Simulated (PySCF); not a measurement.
**CoF₃: relaxation and vibrations of the quintet**

Aim: relax CoF₃ as a quintet from a PBE0 minimum start, check by its vibrations whether the end is a minimum, and collect its spectrum and constants.

The runs use PySCF 2.14.0; PBE0, basis Co def2-SVP, F def2-SVP, no relativity, density fitting.

## 1. Where the work starts

4 atoms, charge 0, spin multiplicity 5.

Bond lengths: Co1–F2 1.724 Å, Co1–F3 1.724 Å, Co1–F4 1.724 Å. Angles: F2–Co1–F3 120.0°, F2–Co1–F4 120.0°, F3–Co1–F4 120.0°.

```xyz
4
charge 0 multiplicity 5
Co    0.0000    0.0000    0.0000
F     0.0008    0.0000    1.7236
F     1.4923    0.0000   -0.8625
F    -1.4931    0.0000   -0.8611
```

## 2. The SCF at the typed geometry

The steps below are one call of a driver around PySCF. For each, scf.py gives the equivalent set-up of the SCF; relaxations use the driver's own optimiser. After this first run the driver tries any further starts and a stability analysis.

Contents of scf.py:

```python
from pyscf import gto, scf, dft
mol = gto.M(atom='''
Co    -0.000000     0.000000     0.000000
F      0.000806     0.000000     1.723570
F      1.492252    -0.000000    -0.862483
F     -1.493058     0.000000    -0.861087''',
    basis={'Co': 'def2-SVP', 'F': 'def2-SVP'},
    charge=0, spin=4)
mf = dft.UKS(mol, xc='PBE0')
mf.grids.atom_grid = (50, 194)
aux = {'Co': 'def2-universal-JKFIT', 'F': 'def2-universal-JKFIT'}
mf = mf.density_fit(auxbasis=aux)
mf.conv_tol = 1e-08
mf.diis_space = 10
mf.max_cycle = 60
mf.init_guess = 'minao'
mf.verbose = 4
mf.kernel()
```

Started as:

```console
> OMP_NUM_THREADS=2 python axn.py task.json out
```

The program printed, cut to the lines that bear on the results:

```text
[... the frontier levels of the middle cycles are left out ...]
init E= -1680.24225253025
[... the frontier-level lines of each cycle are left out ...]
cycle= 1 E= -1668.42750923297  delta_E= 11.8  |g|= 3.64  |ddm|= 8.57
cycle= 2 E= -1646.54498473534  delta_E= 21.9  |g|=  7.4  |ddm|= 8.51
cycle= 3 E= -1672.37931503499  delta_E= -25.8  |g|= 3.72  |ddm|= 6.36
cycle= 4 E= -1674.79278252177  delta_E= -2.41  |g|= 3.61  |ddm|= 2.43
cycle= 5 E= -1676.83066031082  delta_E= -2.04  |g|= 3.07  |ddm|= 2.24
cycle= 6 E= -1676.75178858681  delta_E= 0.0789  |g|= 3.13  |ddm|= 0.655
cycle= 7 E= -1676.4730632142  delta_E= 0.279  |g|= 3.17  |ddm|= 0.253
cycle= 8 E= -1676.09672855816  delta_E= 0.376  |g|= 3.25  |ddm|= 0.252
cycle= 9 E= -1675.68726716937  delta_E= 0.409  |g|= 3.37  |ddm|= 1.06
cycle= 10 E= -1676.06083694422  delta_E= -0.374  |g|= 3.32  |ddm|=  1.4
cycle= 11 E= -1676.63611460637  delta_E= -0.575  |g|=  3.2  |ddm|= 1.18
cycle= 12 E= -1665.27641821237  delta_E= 11.4  |g|= 3.83  |ddm|= 9.88
cycle= 13 E= -1676.34393658943  delta_E= -11.1  |g|= 3.23  |ddm|= 9.87
cycle= 14 E= -1676.17346381101  delta_E= 0.17  |g|= 3.25  |ddm|= 0.151
[... 8 cycles left out ...]
cycle= 23 E= -1662.07453360476  delta_E= 13.4  |g|= 5.23  |ddm|= 10.5
cycle= 24 E= -1681.03062683315  delta_E=  -19  |g|= 1.08  |ddm|= 10.4
cycle= 25 E= -1681.18872836416  delta_E= -0.158  |g|= 0.75  |ddm|= 0.401
cycle= 26 E= -1681.33795218539  delta_E= -0.149  |g|= 0.402  |ddm|= 0.296
cycle= 27 E= -1681.37324289723  delta_E= -0.0353  |g|= 0.266  |ddm|= 0.379
cycle= 28 E= -1681.39548806055  delta_E= -0.0222  |g|= 0.0701  |ddm|= 0.117
cycle= 29 E= -1681.39702396775  delta_E= -0.00154  |g|= 0.0217  |ddm|= 0.0308
cycle= 30 E= -1681.39717912658  delta_E= -0.000155  |g|= 0.00622  |ddm|= 0.0113
cycle= 31 E= -1681.39719487744  delta_E= -1.58e-05  |g|= 0.00099  |ddm|= 0.00481
cycle= 32 E= -1681.39719589848  delta_E= -1.02e-06  |g|= 0.00053  |ddm|= 0.00206
cycle= 33 E= -1681.3971961302  delta_E= -2.32e-07  |g|= 0.000121  |ddm|= 0.000966
cycle= 34 E= -1681.39719616045  delta_E= -3.03e-08  |g|= 8.54e-05  |ddm|= 0.000376
cycle= 35 E= -1681.39719617646  delta_E= -1.6e-08  |g|= 2.73e-05  |ddm|= 0.000323
cycle= 36 E= -1681.39719618093  delta_E= -4.47e-09  |g|= 1.77e-05  |ddm|= 0.000251
Extra cycle  E= -1681.3971961804  delta_E= 5.35e-10  |g|= 4.68e-05  |ddm|= 4.2e-05
converged SCF energy = -1681.3971961804  <S^2> = 6.0098954  2S+1 = 5.0039566
```

This step, with its further starts and checks, needed 12 s of wall time on 2 threads of Intel Xeon 6975P-C (Granite Rapids), shared host.

Energies from each starting density:

```csv
start,energy (Eh)
the minimal-basis guess,-1681.397196
a thermally smeared density,-1681.397196
a smeared PBE density,-1681.397196
```

No lower solution of this spin turned up from the other starts or in the test of internal stability.

## 3. PBE0 minimum start, quintet: relaxation

The program finds D3h symmetry in the start, which this walk keeps. Threshold on the gradient: 0.0003 Eh/bohr, with a further test on the energy change.

Edit scf.py of step 2 so:

```diff
@@ -3 +3 @@
-Co    -0.000000     0.000000     0.000000
+Co     0.000000     0.000000    -0.000000
@@ -5 +5 @@
-F      1.492252    -0.000000    -0.862483
+F      1.492252     0.000000    -0.862483
@@ -16 +15,0 @@
-mf.init_guess = 'minao'
```

Steps of the walk:

```csv
step,energy (Eh),change (kJ/mol),largest symmetric gradient (Eh/bohr)
0,-1681.397196,0.00,0.00023
```

The walk took 1.2 s.

It settles in D3h symmetry, 0.0 kJ/mol below the start, after 0 steps: Co–F 1.724 Å (×3); F–Co–F 120.0° (×3).

## 4. Frequencies

The point is checked on the finer grid, and tightened if its gradient asks for it. The Hessian and the dipole derivatives come from central differences of analytic gradients, with steps of 0.02 bohr.

Edit scf.py of step 3 so:

```diff
@@ -3 +3 @@
-Co     0.000000     0.000000    -0.000000
+Co     0.000000     0.000000     0.000000
@@ -10 +10 @@
-mf.grids.atom_grid = (50, 194)
+mf.grids.atom_grid = (75, 302)
@@ -13 +13 @@
-mf.conv_tol = 1e-08
+mf.conv_tol = 1e-10
```

This SCF starts from the last density.

SCF at the final geometry:

```text
init E= -1681.3970215895
[... the frontier-level lines of each cycle are left out ...]
cycle= 1 E= -1681.39702158935  delta_E= 1.5e-10  |g|= 2.15e-05  |ddm|= 1.54e-05
cycle= 2 E= -1681.39702158768  delta_E= 1.67e-09  |g|= 7.24e-05  |ddm|= 5.09e-05
cycle= 3 E= -1681.39702158951  delta_E= -1.83e-09  |g|= 7.1e-07  |ddm|= 3.94e-05
cycle= 4 E= -1681.39702158952  delta_E= -7.73e-12  |g|= 1.9e-07  |ddm|= 5.28e-07
Extra cycle  E= -1681.3970215895  delta_E= 1.96e-11  |g|= 3.09e-07  |ddm|= 5.09e-07
converged SCF energy = -1681.3970215895  <S^2> = 6.0098938  2S+1 = 5.003956
```

The whole step took 18 s.

Geometry: D3h; Co–F 1.724 Å (×3); F–Co–F 120.0° (×3).

Harmonic modes (main isotopes):

| symmetry | ω (cm⁻¹) | IR (km/mol) | μ (u) | type |
| --- | --- | --- | --- | --- |
| a2'' | 134 | 50.9 | 28.49 | bend |
| e' | 155 | 27.4 | 21.45 | bend |
| a1' | 650 | 0.0 | 19.00 | stretch |
| e' | 736 | 239 | 24.33 | stretch |

Every mode is real; the point is a minimum.

Properties at this point:

* Dipole moment: 0.00 D
* Highest occupied level: -10.83 eV
* Lowest empty level: -5.26 eV
* Rotational constants: 0.1991, 0.1991, 0.09956 cm⁻¹
* Zero-point energy: 15.4 kJ/mol
* Principal polarisabilities: 11.5, 28.2, 28.2 bohr³
* Atomisation energy without zero-point energy: 1203 kJ/mol
* Principal traceless quadrupole moments about the centre of mass: -4.08, -4.08, 8.17 D Å
* Entropy at 298.15 K and 1 bar (electronic part: spin only): 311.0 J/(mol K)
* Heat capacity Cp at 298.15 K: 67.4 J/(mol K)
* Enthalpy at 298.15 K above 0 K: 15.88 kJ/mol
* Rotational symmetry number: 6
* Spin squared ⟨S²⟩: 6.010

Charges (e) and bond orders:

```
  atom  Mulliken  Löwdin  polar tensor  spin (Mulliken)  Mayer order to Co1
   Co1      1.22    0.85          1.68             3.07                   –
F2,3,4     -0.41   -0.28         -0.56             0.31                0.96
```

Mulliken populations on Co1: s 6.38, p 12.50, d 6.90, f 0.00.

## 5. Outcome

| quantity | value |
| --- | --- |
| minimum | quintet, D3h |
| geometry | Co–F 1.724 Å (×3); F–Co–F 120.0° (×3) |
| wavenumbers (cm⁻¹) | 134 (a2''), 155 (e'), 650 (a1'), 736 (e') |
| dipole moment | 0.00 D |
| highest occupied, lowest empty level (either spin) | -10.83, -5.26 eV |
| polar-tensor charge of Co1 | +1.68 e |
| zero-point energy | 15.4 kJ/mol |
| entropy at 298.15 K | 311.0 J/(mol K) |
| atomisation energy (no zero-point energy) | 1203 kJ/mol |
| ⟨S²⟩ | 6.010 |

The molecule stays D3h, as typed, and the end point is a minimum. In the infrared the band at 736 cm⁻¹ (e', stretch) leads. Co1 has a polar-tensor charge of +1.7 e (a dipole derivative, not a static charge), yet symmetry cancels the bond dipoles. Most of the spin sits on Co1 (Mulliken spin 3.07, against 4 for the whole molecule). Other starts or spin states, not run here, may lie lower. One determinant may miss the lowest occupation of an open d or f shell.

The search up to here took 31 s.
